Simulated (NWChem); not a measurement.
**SiF4 (silicon tetrafluoride) at 6 levels**

Wanted: a comparison of 6 runs (HF/STO-3G, HF/3-21G, B3LYP/6-31G*, M06-2X/6-311+G**, r2SCAN/6-311+G**) of SiF4 (silicon tetrafluoride). 

Program for the calculation: NWChem 7.3.0.

5 further runs of the same task are left out: 5 that didn't finish.

### Step 1. The molecule

The species is SiF4 (5 atoms), meant as a singlet with charge 0. SMILES: `F[Si](F)(F)F`. The coordinates come from a PBE0-D4/def2-TZVP relaxation.

Bond lengths: F1–Si2 1.562 Å, Si2–F3 1.562 Å, Si2–F4 1.562 Å, Si2–F5 1.562 Å. Angles: F1–Si2–F3 109.5°, F1–Si2–F4 109.5°, F1–Si2–F5 109.5°, F3–Si2–F4 109.5°, F3–Si2–F5 109.5°, F4–Si2–F5 109.5°.

### Step 2. Energy and gradient at HF/STO-3G (run 1)

The input, nw.xyz:

```xyz
5
F4Si
F      0.143200    -0.791930     1.338460
Si     0.000000     0.000000     0.000000
F     -1.047100     1.144420     0.181750
F     -0.477230    -0.967810    -1.129040
F      1.381130     0.615320    -0.391170
```

The input, run.py:

```python
from ase.io import read
from ase.calculators.nwchem import NWChem

molecule = read('nw.xyz')

calc = NWChem(
    label='nw',
    theory='scf',
    memory='2200 mb',
    basis='STO-3G',
    basispar='spherical bse',
    scf={'nopen': '0', 'rhf': None, 'thresh': '1e-08', 'maxiter': '80', 'print': 'low'},
)
molecule.calc = calc

forces = molecule.get_forces()
e = molecule.get_potential_energy()
print(f"E = {e:.6f} eV")
print("forces (eV/A):")
for s, f in zip(molecule.symbols, forces):
    print(f"{s:2s} {f[0]:10.5f} {f[1]:10.5f} {f[2]:10.5f}")
```

The run is started by

```console
export ASE_NWCHEM_COMMAND="nwchem PREFIX.nwi > PREFIX.nwo"
python run.py
```

Output:

```text
E = -18445.113271 eV
forces (eV/A):
F     0.08958   -0.49504    0.83653
Si    0.00010    0.00021   -0.00005
F    -0.65429    0.71518    0.11344
F    -0.29835   -0.60493   -0.70561
F     0.86297    0.38453   -0.24431
```

The calculator wrote nw.nwi:

```
title "nw"

permanent_dir nw

scratch_dir nw

start nw

geometry units angstrom nocenter noautosym noautoz
  F  1.4319999999999999e-01 -7.9193000000000002e-01 1.3384600000000000e+00
  Si 0.0000000000000000e+00 0.0000000000000000e+00 0.0000000000000000e+00
  F  -1.0470999999999999e+00 1.1444200000000000e+00 1.8174999999999999e-01
  F  -4.7722999999999999e-01 -9.6780999999999995e-01 -1.1290400000000000e+00
  F  1.3811300000000000e+00 6.1531999999999998e-01 -3.9117000000000002e-01
end

memory 2200 mb

basis spherical bse noprint
   * library STO-3G
end

scf
  nopen 0
  rhf
  thresh 1e-08
  maxiter 80
  print low
end

task scf gradient
```

nw.nwo:

```text
Northwest Computational Chemistry Package (NWChem) 7.3.0
             --------------------------------------------------------

           Job information
           ---------------

    nwchem branch   = 7.3.0
    use scalapack   = T
    input           = nw.nwi
    prefix          = nw.
    data base       = nw/nw.db
    status          = startup
    nproc           =        1

           Memory information
           ------------------

[... 5 lines left out ...]
    hardfail = no
[... 102 lines left out ...]
       Final RHF  results
[... 3 lines left out ...]
      One-electron energy =  -1494.498840366264
[... 1 line left out ...]
 Nuclear repulsion energy =    271.610959198987
[... 6 lines left out ...]
                         RHF ENERGY GRADIENTS

    atom               coordinates                        gradient
                 x          y          z           x          y          z
   1 F       0.270609  -1.496531   2.529323   -0.001742   0.009627  -0.016268
   2 Si      0.000000   0.000000   0.000000   -0.000002  -0.000004   0.000001
   3 F      -1.978732   2.162640   0.343458    0.012724  -0.013908  -0.002206
   4 F      -0.901834  -1.828896  -2.133576    0.005802   0.011764   0.013722
   5 F       2.609957   1.162786  -0.739204   -0.016782  -0.007478   0.004751

 Task  times  cpu:        0.8s     wall:        0.8s
 Total times  cpu:        0.8s     wall:        0.8s
```

Wall time 1.7 s (1 thread of Intel Xeon 6975P-C (Granite Rapids), shared host); peak memory 0.1 GiB.

### Step 3. Energy and gradient at HF/3-21G (run 2)

The input, run.py:

```python
from ase import Atoms
from ase.calculators.nwchem import NWChem

mol = Atoms(['F', 'Si', 'F', 'F', 'F'], positions=[
    [0.143200, -0.791930, 1.338460],
    [0.000000, -0.000000, -0.000000],
    [-1.047100, 1.144420, 0.181750],
    [-0.477230, -0.967810, -1.129040],
    [1.381130, 0.615320, -0.391170],
])

calc = NWChem(
    label='input',
    theory='scf',
    memory='2200 mb',
    basis='3-21G',
    basispar='spherical bse',
    scf={'nopen': '0', 'rhf': None, 'thresh': '1e-08', 'maxiter': '80'},
)
mol.calc = calc

forces = mol.get_forces()
print("Total energy (eV):", round(mol.get_potential_energy(), 6))
print("forces (eV/A):")
for s, f in zip(mol.symbols, forces):
    print(f"{s:2s} {f[0]:10.5f} {f[1]:10.5f} {f[2]:10.5f}")
print("dipole (e A):", mol.get_dipole_moment().round(4))
```

The run is started by

```console
export ASE_NWCHEM_COMMAND="nwchem PREFIX.nwi > PREFIX.nwo"
python run.py
```

Output:

```text
Total energy (eV): -18592.727923
forces (eV/A):
F     0.10932   -0.60406    1.02078
Si    0.00010    0.00026   -0.00005
F    -0.79838    0.87268    0.13848
F    -0.36407   -0.73811   -0.86101
F     1.05307    0.46923   -0.29815
dipole (e A): [ 0.  0. -0.]
```

The calculator wrote input.nwi:

```
title "input"

permanent_dir input

scratch_dir input

start input

geometry units angstrom nocenter noautosym noautoz
  F  1.4319999999999999e-01 -7.9193000000000002e-01 1.3384600000000000e+00
  Si 0.0000000000000000e+00 -0.0000000000000000e+00 -0.0000000000000000e+00
  F  -1.0470999999999999e+00 1.1444200000000000e+00 1.8174999999999999e-01
  F  -4.7722999999999999e-01 -9.6780999999999995e-01 -1.1290400000000000e+00
  F  1.3811300000000000e+00 6.1531999999999998e-01 -3.9117000000000002e-01
end

memory 2200 mb

basis spherical bse noprint
   * library 3-21G
end

scf
  nopen 0
  rhf
  thresh 1e-08
  maxiter 80
end

task scf gradient
```

input.nwo:

```text
Northwest Computational Chemistry Package (NWChem) 7.3.0
             --------------------------------------------------------

           Job information
           ---------------

    nwchem branch   = 7.3.0
    use scalapack   = T
    input           = input.nwi
    prefix          = input.
    data base       = input/input.db
    status          = startup
    nproc           =        1

           Memory information
           ------------------

[... 5 lines left out ...]
    hardfail = no
[... 124 lines left out ...]
         Quadratically convergent ROHF
[... 15 lines left out ...]
       Final RHF  results
[... 4 lines left out ...]
      Two-electron energy =    538.623625102750
[... 44 lines left out ...]
                       ROHF Final Molecular Orbital Analysis
[... 229 lines left out ...]
                 ----------------------------------------
                 |  Time  |  1-e(secs)   |  2-e(secs)   |
                 ----------------------------------------
                 |  CPU   |       0.00   |       0.13   |
                 ----------------------------------------
                 |  WALL  |       0.00   |       0.13   |
                 ----------------------------------------

 Task  times  cpu:        0.9s     wall:        0.9s
 Total times  cpu:        0.9s     wall:        0.9s
```

Run time: 1.9 s. Hardware: 1 thread of Intel Xeon 6975P-C (Granite Rapids), shared host; peak memory 0.1 GiB.

### Step 4. Energy and gradient at B3LYP/6-31G(d) (spherical functions) (run 3)

The input, mol.nw:

```
start mol
memory 2200 mb

geometry noautosym nocenter noautoz
  F      0.143200    -0.791930     1.338460
  Si     0.000000     0.000000     0.000000
  F     -1.047100     1.144420     0.181750
  F     -0.477230    -0.967810    -1.129040
  F      1.381130     0.615320    -0.391170
end

basis spherical bse
  * library 6-31G*
end

dft
  xc b3lyp
  grid xfine
  convergence energy 1e-08
  iterations 100
  mulliken
  print medium
end

task dft gradient
```

The run is started by

```console
nwchem mol.nw > mol.out
```

Output:

```text
[...]
          Wavefunction type:  closed shell.
          No. of atoms     :     5
          No. of electrons :    50
[...]
          Charge           :     0
          Spin multiplicity:     1
[...]
          AO basis - number of functions:    74
[...]
              XC Information
              --------------
                         B3LYP Method XC Potential
                     Hartree-Fock (Exact) Exchange  0.200
                        Slater Exchange Functional  0.800 local
                    Becke 1988 Exchange Functional  0.720 non-local
              Lee-Yang-Parr Correlation Functional  0.810
                  VWN I RPA Correlation Functional  0.190 local
[...]
 d= 0,ls=0.0,diis     1   -688.9928997834 -9.61D+02  1.76D-02  1.08D+00     1.4
[...]
 d= 0,ls=0.0,diis     7   -689.0990944557 -5.52D-10  6.36D-08  2.67D-11     9.0
         Total DFT energy =     -689.099094455727
      One electron energy =    -1499.376944910288
           Coulomb energy =      601.770085355364
    Exchange-Corr. energy =      -63.103194099790
 Nuclear repulsion energy =      271.610959198988
[...]
  wavefunction    = closed shell
                         DFT ENERGY GRADIENTS
    atom               coordinates                        gradient
                 x          y          z           x          y          z
   1 F       0.270609  -1.496531   2.529323   -0.001526   0.008434  -0.014252
   2 Si      0.000000   0.000000   0.000000   -0.000002  -0.000004   0.000001
   3 F      -1.978732   2.162640   0.343458    0.011147  -0.012184  -0.001933
   4 F      -0.901834  -1.828896  -2.133576    0.005083   0.010306   0.012021
   5 F       2.609957   1.162786  -0.739204   -0.014702  -0.006551   0.004162
[...]
```

Run time: 12 s. Hardware: 1 thread of Intel Xeon 6975P-C (Granite Rapids), shared host; peak memory 0.13 GiB.

Runs 4 to 5 aren't shown in full; the table further down has their settings and results.

### Step 5. Energy and forces at r2SCAN/6-311+G(d,p) (run 6)

The input, input.nw:

```
start input
title "F4Si r2SCAN"
memory stack 880 mb heap 220 mb global 1100 mb

geometry noautosym nocenter noautoz
  F     0.143200   -0.791930    1.338460
  Si    0.000000    0.000000    0.000000
  F    -1.047100    1.144420    0.181750
  F    -0.477230   -0.967810   -1.129040
  F     1.381130    0.615320   -0.391170
end

basis spherical bse
  * library 6-311+G**
end

dft
  xc r2scan
  grid fine
  convergence energy 1e-08
  iterations 100
  mulliken
  print medium
end

task dft gradient
```

The run is started by

```console
nwchem input.nw > input.out
```

Output:

```text
[...]
          Wavefunction type:  closed shell.
          No. of atoms     :     5
          No. of electrons :    50
[...]
          Charge           :     0
          Spin multiplicity:     1
[...]
          AO basis - number of functions:   118
[...]
              XC Information
              --------------
                      r^2SCAN Method XC Functional
               r^2SCAN metaGGA Exchange Functional  1.000
                     r^2SCAN Correlation Potential  1.000
[...]
 d= 0,ls=0.0,diis     1   -688.9412683592 -9.61D+02  1.29D-02  1.73D+00     2.0
[...]
 d= 0,ls=0.0,diis     8   -689.0649868743  2.92D-10  2.52D-07  7.80D-09    12.5
         Total DFT energy =     -689.064986874299
      One electron energy =    -1498.833081802859
           Coulomb energy =      601.035462358717
    Exchange-Corr. energy =      -62.878326629145
 Nuclear repulsion energy =      271.610959198988
[...]
  wavefunction    = closed shell
                         DFT ENERGY GRADIENTS
    atom               coordinates                        gradient
                 x          y          z           x          y          z
   1 F       0.270609  -1.496531   2.529323   -0.001437   0.007937  -0.013411
   2 Si      0.000000   0.000000   0.000000   -0.000003  -0.000008   0.000010
   3 F      -1.978732   2.162640   0.343458    0.010485  -0.011461  -0.001818
   4 F      -0.901834  -1.828896  -2.133576    0.004780   0.009692   0.011305
   5 F       2.609957   1.162786  -0.739204   -0.013826  -0.006160   0.003914
[...]
```

Wall time 17 s (1 thread of Intel Xeon 6975P-C (Granite Rapids), shared host); peak memory 0.13 GiB.

### Step 6. Overview of the runs

| run | level | iteration cap | module | energy (Eh) | largest force (eV/Å) | wall time |
| --- | --- | --- | --- | --- | --- | --- |
| 1 | HF/STO-3G | 80 | scf | -677.845416 | 0.976 | 1.7 s |
| 2 | HF/3-21G | 80 | scf | -683.270154 | 1.191 | 1.9 s |
| 3 | B3LYP/6-31G* (spherical functions) | 100 | dft | -689.099094 | 0.855 | 12 s |
| 4 | B3LYP/6-31G* (Cartesian functions) | 100 | dft | -689.107545 | 0.789 | 15 s |
| 5 | M06-2X/6-311+G** | 100 | dft | -689.107814 | 0.550 | 21 s |
| 6 | r2SCAN/6-311+G** | 100 | dft | -689.064987 | 0.805 | 17 s |

### Step 7. Results

| quantity | value |
| --- | --- |
| run 6: total energy | -689.06499 Eh |
| run 6: dipole moment | 0.00 D |
| run 6: HOMO energy | -11.35 eV |
| run 6: LUMO energy | -0.72 eV |
| run 6: HOMO–LUMO gap | 10.63 eV |
| run 6: largest force on an atom | 0.805 eV/Å |

**Reading.** Over runs 2, 3, 4, 5, 6 the HOMO–LUMO gap runs from 10.63 eV (r2SCAN/6-311+G**) to 22.92 eV (HF/3-21G). The two ends differ in method and basis. Totals of different functionals can't be ranked against each other. In run 1 the basis is minimal, so the values are rough. All runs together took 69 s, the longest 21 s.
